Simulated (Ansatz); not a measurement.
# V: the cost of one run

Method: DFT PBEsol, scalar-relativistic, plane waves, PAW, in Ansatz 0.2.0.

2 further runs of the same task are left out: 2 set aside as unsound or not needed.

## 1. Starting point

Symmetry: Im-3m, No. 229, cubic system. The conventional cell has a = 2.959 Å, b = 2.959 Å, c = 2.959 Å, α = 90.00°, β = 90.00°, γ = 90.00°. V (site symmetry m-3m) is surrounded by 8 V at 2.56 Å.

As a file:

```cif
data_structure
_symmetry_space_group_name_H-M 'Im-3m'
_symmetry_Int_Tables_number 229
_cell_length_a 2.9588
_cell_length_b 2.9588
_cell_length_c 2.9588
_cell_angle_alpha 90.000
_cell_angle_beta 90.000
_cell_angle_gamma 90.000
_cell_volume 25.90
loop_
_atom_site_label
_atom_site_type_symbol
_atom_site_symmetry_multiplicity
_atom_site_Wyckoff_symbol
_atom_site_fract_x
_atom_site_fract_y
_atom_site_fract_z
_atom_site_occupancy
V1 V 2 a 0.00000 0.00000 0.00000 1
```

It is the result of an earlier relaxation at this level (volume 12.95 Å³/atom; gap on the mesh: none (metal)).

## 2. Static run: bands, density of states and charges

Contents of input.yaml:

```yaml
crystal:
  lattice:
    - [-1.4794246038, 1.4794246038, 1.4794246038]
    - [1.4794246038, -1.4794246038, 1.4794246038]
    - [1.4794246038, 1.4794246038, -1.4794246038]
  atoms:
    - { symbol: V, position: [0.0, 0.0, 0.0] }
basis:
  ecutwfc: 420
kpoints:
  mp_grid: { grid: [20, 20, 20] }
  band_path:
    path:
      - [[0.0, 0.0, 0.0], [0.5, -0.5, 0.5], [0.0, 0.0, 0.5], [0.0, 0.0, 0.0], [0.25, 0.25, 0.25], [0.5, -0.5, 0.5]]
      - [[0.25, 0.25, 0.25], [0.0, 0.0, 0.5]]
    npoints: 14
hamiltonian:
  xc: pbesol
scf:
  occupations: { method: gaussian, width: 0.1 }
  n_extra_bands: 6
output:
  forces: true
  stress: true
  eigenvalues: true
  populations: true
  dos: { projected: true, de: 0.02, nscf_kmesh: { grid: [30, 30, 30] } }
  bader: true
  write_density: true
  write_potential: true
  elf: true
  volumetric_format: npy
```

On the command line:

```console
$ ansatz run input.yaml --threads 1 --pin off --max-ram 2560MiB --backend cpu --events-out ev --progress --plain --runs-dir out
```

What time and memory should one allow on 1 thread of Oxide Virtual Turin-like (Zen 5), shared host?

About 9.6 s, with a peak of 0.39 GiB.
